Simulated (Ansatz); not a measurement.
# Ge₂F (quartet): the correlation ladder, cc-pVDZ

How much of the correlation energy of Ge₂F (quartet) does each wave-function method recover here?

Program: Ansatz 0.2.0, Gaussian basis. Level of theory: cc-pVDZ, core rule «outside noble gas», up to 29 orbitals frozen. These are calculated values, not measurements.

The runs, in order: UHF; CCSD(T) on ROHF; CCSD(T) on UHF; BCCD(T) on ROHF; CISD; CCSDT(Q) on ROHF; CCSDT(Q) on UHF; CASSCF and MRCISD+Q, 13 electrons in 11 orbitals; CASSCF and NEVPT2, 13 electrons in 11 orbitals.

24 further runs of the same task are left out: 2 for a known fault of the program, 11 that didn't finish, 11 set aside as unsound or not needed.

**1. The geometry**

The geometry is a PBE0/def2-TZVP stationary point (not a proven minimum) of the parent state, kept for this charge and spin. No spin-orbit coupling is included. The filled d shell of Ge may be among the frozen orbitals whatever the setting's name suggests; the logs give the count.

3 atoms, charge 0, spin multiplicity 4.

Atoms are counted from 1 here; the program's logs count them from 0.

Bond lengths: F1–Ge2 2.007 Å, F1–Ge3 2.007 Å, Ge2–Ge3 2.411 Å. Angles: Ge2–F1–Ge3 73.8°, F1–Ge2–Ge3 53.1°, F1–Ge3–Ge2 53.1°.

**2. UHF**

in.yaml

```yaml
crystal:
  periodic: [false, false, false]
  atoms:
    - {symbol: F, position_ang: [0.000000, -1.419044, 0.000000]}
    - {symbol: Ge, position_ang: [0.000000, 0.185570, 1.205501]}
    - {symbol: Ge, position_ang: [0.000000, 0.185570, -1.205501]}
basis:
  gaussian: {orbitals: cc-pVDZ}
magnetization: {spin_polarized: true, initial_magnetization: 3}
hamiltonian: {xc: hf}
output: {orbitals: {seedname: orbitals}}
```

On the command line:

```bash
ansatz run in.yaml --threads 1 --pin off --events-out ev --progress --plain --max-ram 2393MiB
```

The runs that follow: CCSD(T) on ROHF; CCSD(T) on UHF; BCCD(T) on ROHF; CISD; CCSDT(Q) on ROHF; CCSDT(Q) on UHF; CASSCF and MRCISD+Q, 13 electrons in 11 orbitals; CASSCF and NEVPT2, 13 electrons in 11 orbitals.

Before running them: what should the planned runs give, taken together? Wanted: UCCSDT(Q) below the RHF energy; RMP2 from UCCSDT(Q); UMP2 from UCCSDT(Q); RCCSD from UCCSDT(Q); RCCSD(T) from UCCSDT(Q); UCCSD(T) from UCCSDT(Q); RCCSDT(Q) from UCCSDT(Q); NEVPT2 valence from UCCSDT(Q); MRCISD+Q valence from UCCSDT(Q).

As calculated:

| quantity | value |
| --- | --- |
| UCCSDT(Q) below the RHF energy | -9.4277 eV |
| RMP2 from UCCSDT(Q) | +953.0 meV |
| UMP2 from UCCSDT(Q) | +980.3 meV |
| RCCSD from UCCSDT(Q) | +312.8 meV |
| RCCSD(T) from UCCSDT(Q) | +65.7 meV |
| UCCSD(T) from UCCSDT(Q) | +54.5 meV |
| RCCSDT(Q) from UCCSDT(Q) | +18.5 meV |
| NEVPT2 valence from UCCSDT(Q) | +1343.0 meV |
| MRCISD+Q valence from UCCSDT(Q) | +152.3 meV |
| levels within 1 kcal/mol (43 meV) | RCCSDT, UCCSDT, RCCSDT(Q) |
| T1 diagnostic | 0.025 |
| effectively unpaired electrons | 3.02 |

What this shows: RCCSD(T) misses by +65.7 meV, 0.7 % of the correlation energy. One determinant dominates. Of the multireference levels listed MRCISD+Q valence comes nearest in total energy (+152.3 meV), which doesn't show that its space is the better one. These misses are within one basis, not against nature; the frozen cores of restricted and unrestricted runs differ, which can shift their rows.
